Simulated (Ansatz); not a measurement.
# LiSe6: the cost of one run

Program: Ansatz 0.2.0. Level of theory: DFT PBE+D3(BJ), scalar-relativistic, plane waves, PAW. These are calculated values, not measurements.

**1. The system as given**

The structure is hexagonal, space group P6/mmm (No. 191). The conventional cell has a = 6.717 Å, b = 6.717 Å, c = 2.200 Å, α = 90.00°, β = 90.00°, γ = 120.00°. Li (site symmetry 6/mmm) has 2 Li at 2.20 Å and 12 Se at 2.49 Å as nearest neighbours. Around Se (site symmetry m2m) lie 5 Se at 2.20 to 2.24 Å and 2 Li at 2.49 Å.

As a file:

```
Li Se
1.0
     6.71676    0.00000    0.00000
    -3.35838    5.81688    0.00000
     0.00000    0.00000    2.20000
Li Se
1 6
Cartesian
  0.0000 0.0000 1.1000
  1.1195 1.9390 0.0000
  -2.2389 3.8779 0.0000
  4.4778 0.0000 0.0000
  -1.1195 1.9390 0.0000
  2.2389 3.8779 0.0000
  2.2389 0.0000 0.0000
```

A structure generator made this guess: Li between sheets of the C type, stage 1 (P6/mmm, No. 191). Lengths come from tabulated atomic sizes and are only a guess.

**2. The guess as it stands, on a coarse mesh**

The input, input.yaml:

```yaml
crystal:
  lattice:
    - [6.71675998, 0.0, 0.0]
    - [-3.35837999, 5.81688477, 0.0]
    - [0.0, 0.0, 2.2]
  atoms:
    - { symbol: Li, position: [0.0, 0.0, 0.5] }
    - { symbol: Se, position: [0.33333333, 0.33333333, 0.0] }
    - { symbol: Se, position: [0.0, 0.66666667, 0.0] }
    - { symbol: Se, position: [0.66666667, 0.0, 0.0] }
    - { symbol: Se, position: [0.0, 0.33333333, 0.0] }
    - { symbol: Se, position: [0.66666667, 0.66666667, 0.0] }
    - { symbol: Se, position: [0.33333333, 0.0, 0.0] }
basis:
  ecutwfc: 420
kpoints:
  mp_grid: { grid: [3, 3, 8] }
hamiltonian:
  xc: pbe
  dispersion: d3bj
scf:
  occupations: { method: gaussian, width: 0.1 }
  lower_state_search: "off"
output:
  forces: true
  stress: true
  eigenvalues: true
```

Launch:

```bash
> ansatz run input.yaml --threads 1 --pin off --max-ram 2048MiB --backend cpu --events-out ev --progress --plain --runs-dir out
```

Q: Estimate wall time and peak memory on 1 thread of Arm Neoverse V2, shared host.

About 5.5 s, with a peak of 0.36 GiB.
